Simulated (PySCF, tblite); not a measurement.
# C3H15BN2Si2: geometry, infrared bands and NMR shifts

Wanted: the infrared bands and NMR shifts of C3H15BN2Si2 (`CB(N(C)C)N([SiH3])[SiH3]`), by calculation.

The runs use tblite 0.8.0 and PySCF 2.14.0, with density-fitted response routines of our own; the level of theory stands in each step. All values are computed, except where a source is named. Atoms are numbered from 0 throughout.

**1. The molecule as given**

23 atoms, charge 0, multiplicity 1; geometry from: force field or distance geometry start.

Bonds of the start (Å): C0–B1 1.59, B1–N2 1.48, N2–C3 1.42, N2–C4 1.43, B1–N5 1.53, N5–Si6 1.78, N5–Si7 1.78, C0–H8 1.12, C0–H9 1.11, C0–H10 1.10, C3–H11 1.10, C3–H12 1.11, C3–H13 1.13, C4–H14 1.12, C4–H15 1.11, C4–H16 1.12, Si6–H17 1.48, Si6–H18 1.48, Si6–H19 1.48, Si7–H20 1.47, Si7–H21 1.49, Si7–H22 1.49.

**2. Geometry optimisation with GFN2-xTB**

The job: settings as JSON, then the geometry in Å.

```
{"job": {"kind": "relax", "xc": "GFN2-xTB", "basis": "xTB"}, "charge": 0, "multiplicity": 1}
C     -0.011000    -0.652000     1.650600
B     -0.090100     0.151100     0.276500
N     -1.387100     0.216500    -0.434600
C     -2.471900    -0.514600     0.124400
C     -1.730800     1.491700    -0.976900
N      1.154600     0.062600    -0.603500
Si     2.377400     1.295800    -0.233900
Si     1.800500    -1.592100    -0.653700
H      0.892000    -0.380700     2.250600
H      0.073100    -1.726300     1.378300
H     -0.872000    -0.476900     2.316700
H     -2.601100    -0.432200     1.216400
H     -3.425100    -0.120600    -0.298000
H     -2.417800    -1.589000    -0.208900
H     -1.838600     2.233700    -0.148000
H     -0.922100     1.781000    -1.681700
H     -2.673800     1.420300    -1.569500
H      3.305300     1.473100    -1.368000
H      3.228300     0.888000     0.912000
H      1.780900     2.625500     0.014200
H      2.530200    -1.807300    -1.915600
H      0.624400    -2.496300    -0.566700
H      2.669900    -1.824400     0.529300
```

Started as:

```bash
$ OMP_NUM_THREADS=1 python probes_run.py task.json out
```

One launch serves the whole session: the jobs run in the order shown.

**Question.** This job is followed by: GFN2-xTB harmonic vibrations, gas phase; GIAO PBE0/pcSseg-1 NMR shielding, non-relativistic, gas phase. What will the session give for the following? strongest single infrared mode (GFN2-xTB); zero-point energy (GFN2-xTB); ¹³C shifts against TMS (PBE0/pcSseg-1, means over atoms taken as alike); ¹H shifts against TMS (PBE0/pcSseg-1, means over atoms taken as alike); ¹¹B shifts against BF3·OEt2 (PBE0/pcSseg-1); ¹⁵N shifts against NH3 (PBE0/pcSseg-1); ²⁹Si shifts against TMS (PBE0/pcSseg-1, means over atoms taken as alike).

As calculated:

```
                                                                quantity                  value
                               strongest single infrared mode (GFN2-xTB)  2186 cm⁻¹, 779 km/mol
                                            zero-point energy (GFN2-xTB)         110.2 kcal/mol
 ¹³C shifts against TMS (PBE0/pcSseg-1, means over atoms taken as alike)          40.6, 2.8 ppm
  ¹H shifts against TMS (PBE0/pcSseg-1, means over atoms taken as alike)   4.69, 2.90, 0.43 ppm
                             ¹¹B shifts against BF3·OEt2 (PBE0/pcSseg-1)               36.1 ppm
                                  ¹⁵N shifts against NH3 (PBE0/pcSseg-1)        113.8, 27.0 ppm
²⁹Si shifts against TMS (PBE0/pcSseg-1, means over atoms taken as alike)              -57.8 ppm
```

What this shows: Over 184 steps the energy fell by 1.476 eV; of the close pairs, B1–N2 changed most, 1.481 to 1.392 Å. The lowest mode is slightly imaginary (13i cm⁻¹), a soft motion within the noise of the Hessian, so the minimum is not strictly shown. The strongest single mode, at 2186 cm⁻¹, moves mainly H18 and H22. Unscaled tight-binding wavenumbers are off by several per cent, some by more. Its intensities can rank the bands wrongly. At PBE0/pcSseg-1: The largest span, 164 ppm, is at N2, where the paramagnetic term is -173 ppm.
